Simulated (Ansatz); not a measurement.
Cd2S under changes of volume

One of the cells (26.333 Å³/atom); the others are scaled copies at fixed shape and fractional positions:

```
CELL_PARAMETERS angstrom
3.96267 0.00000 0.00000
-1.98134 3.43177 0.00000
0.00000 0.00000 5.80919
ATOMIC_POSITIONS crystal
Cd 0.33333 0.66667 0.93272
Cd 0.66667 0.33333 0.57873
S 0.33333 0.66667 0.36571
```

The cell comes from a database or a generator and needn't be the stable form of this composition.

```yaml
Program: Ansatz 0.2.0
Functional: LDA
Potentials_or_basis: all-electron LAPW, scalar-relativistic
Cutoff: 230 eV (chosen from the basis error)
Basis_error_allowed: 0.002 eV/atom
k_mesh: 8 × 8 × 5
Occupations: fermi-dirac, width 0.05 eV
Spin: no spin polarisation
```

| volume (Å³/atom) | energy over the lowest point (meV/atom) | pressure (GPa) | gap on the mesh (eV) | largest force (eV/Å) |
| --- | --- | --- | --- | --- |
| 24.753 | 0.00 | -2.4 | 0.21 | 0.131 |
| 25.280 | 9.57 | -3.4 | 0.22 | 0.091 |
| 25.806 | 21.96 | -4.2 | 0.23 | 0.127 |
| 26.333 | 36.85 | -4.9 | 0.25 | 0.166 |
| 26.860 | 53.89 | -5.5 | 0.26 | 0.237 |
| 27.386 | 72.87 | -6.0 | 0.28 | 0.303 |
| 27.913 | ? | ? | ? | ? |

Question: What does the run at 27.913 Å³/atom give?

Answer: Energy over the lowest point 93.51 meV/atom; pressure -6.5 GPa; gap on the mesh 0.30 eV; largest force 0.364 eV/Å.

Worked out: A Birch-Murnaghan fit of order 3 (a polynomial in V^(-2/3)) to the other rows has no minimum within the range. It gives 93.55 meV/atom at 27.913 Å³/atom, against the run's 93.51, and -dE/dV = -6.5 GPa, against -6.5. A straight line through the other rows of the gap, of slope 0.691 eV per unit of ln V, extrapolates to 0.29 eV, against the run's 0.30.

Energies are extrapolated to zero smearing.

Caveats: an odd mesh through Γ misses points on the zone boundary, where band edges often lie. Spin-orbit coupling on Cd is left out.
